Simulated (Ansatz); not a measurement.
# GaH₃S + SiH₄: a complex and its separated parts

The complex below is one end of an elementary step. How strongly is it bound against its free parts?

The runs use Ansatz 0.2.0, Gaussian basis; PBE0-D4/def2-TZVP structures, single points in def2-TZVPP, no counterpoise correction.

Levels: SPW92, PBE-D4, BLYP-D4, r2SCAN-D4, B97M-V, PBE0-D4, B3LYP-D4, r2SCAN0-D4, BHLYP-D4, CAM-B3LYP-D4, wB97X-V, wB97M-V, B2PLYP, PBE-QIDH, RPA on PBE, Hartree-Fock, MP2, CCSD, CCSD(T).

Cores are frozen in the correlated methods. Filled d shells of the heavier atoms are correlated. B3LYP uses VWN-RPA correlation. B2PLYP carries no dispersion term here.

94 further runs of the same task are left out: 94 set aside as unsound or not needed.

## Step 1: The starting structure

The complex: 10 atoms, charge 0, spin multiplicity 1.

Atoms are counted from 1 here; the program's logs count them from 0.

Bond lengths: Ga1–H3 1.560 Å, Ga1–H4 1.561 Å, Ga1–S6 2.220 Å, Si2–H5 1.505 Å, Si2–H7 1.478 Å, Si2–H8 1.479 Å, Si2–H9 1.486 Å, S6–H10 1.343 Å. Angles: H3–Ga1–H4 127.0°, H3–Ga1–S6 114.7°, H4–Ga1–S6 117.6°, H5–Si2–H7 108.8°, H5–Si2–H8 108.3°, H5–Si2–H9 105.8°, H7–Si2–H8 112.4°, H7–Si2–H9 110.7°, H8–Si2–H9 110.7°, Ga1–S6–H10 94.9°.

As a file:

```xyz
10

Ga   -1.1345   -1.2967   -0.0309
Si    1.3811    0.8499   -0.3896
H    -1.2612   -1.6503   -1.5447
H    -0.6080   -2.2229    1.1096
H     0.9112   -0.5785   -0.3356
S    -2.0955    0.6165    0.5567
H     0.5778    1.5776   -1.3949
H     1.2517    1.4323    0.9637
H     2.8076    0.7901   -0.8003
H    -1.8303    0.4817    1.8659
```

Its parts: GaH₃S holds atoms 1, 3, 4, 6, 10; SiH₄ holds atoms 2, 5, 7, 8, 9. Each part counts its atoms afresh in its own runs.

## Step 2: Relaxing GaH₃S alone

The input, relax-a/in.yaml:

```yaml
crystal:
  periodic: [false, false, false]
  atoms:
    - {symbol: Ga, position_ang: [-1.134534, -1.296678, -0.030909]}
    - {symbol: H, position_ang: [-1.261156, -1.650256, -1.544662]}
    - {symbol: H, position_ang: [-0.607959, -2.222922, 1.109596]}
    - {symbol: S, position_ang: [-2.095516, 0.616520, 0.556665]}
    - {symbol: H, position_ang: [-1.830312, 0.481688, 1.865940]}
basis:
  gaussian: {orbitals: def2-TZVP}
hamiltonian: {xc: pbe0, dispersion: d4}
relax: {f_tol: 0.005, max_steps: 200}
```

Command:

```console
$ ansatz run in.yaml --threads 4 --pin off --events-out ev --progress --plain --max-ram 9574MiB
```

Further steps of the session: Relaxing SiH₄ alone; SPW92/def2-TZVPP; PBE-D4/def2-TZVPP; BLYP-D4/def2-TZVPP; r2SCAN-D4/def2-TZVPP; B97M-V/def2-TZVPP; PBE0-D4/def2-TZVPP; B3LYP-D4/def2-TZVPP; r2SCAN0-D4/def2-TZVPP; BHLYP-D4/def2-TZVPP; CAM-B3LYP-D4/def2-TZVPP; wB97X-V/def2-TZVPP; wB97M-V/def2-TZVPP; B2PLYP/def2-TZVPP; PBE-QIDH/def2-TZVPP; RPA on PBE/def2-TZVPP; CCSD(T)/def2-TZVPP; Vibrations of GaH₃S; Vibrations of SiH₄.

What does the calculation give? Wanted: complex less parts, CCSD(T)/def2-TZVPP; with zero-point energy; largest T1 diagnostic.

**Answer**, as computed:

| quantity | value |
| --- | --- |
| complex less parts, CCSD(T)/def2-TZVPP | -3.4 kcal/mol |
| with zero-point energy | -2.1 kcal/mol |
| largest T1 diagnostic | 0.013 |

What this shows: At CCSD(T) the complex lies 3.4 kcal/mol below its parts. The functionals run from B97M-V, off by 0.0 kcal/mol, to SPW92, off by -4.1 kcal/mol, against CCSD(T). By rung, the mean size of the error is: LDA 4.1, GGA 0.7, meta-GGA 0.4, hybrid 0.7, range-separated hybrid 0.2, double hybrid 1.1 kcal/mol. PBE-D4 gives a relative energy 1.2 kcal/mol too low, outside chemical accuracy (1 kcal/mol). No counterpoise was applied, and triple zeta lacks some correlation, so the CCSD(T) reference has a basis error of its own, and close matches with it are partly luck.
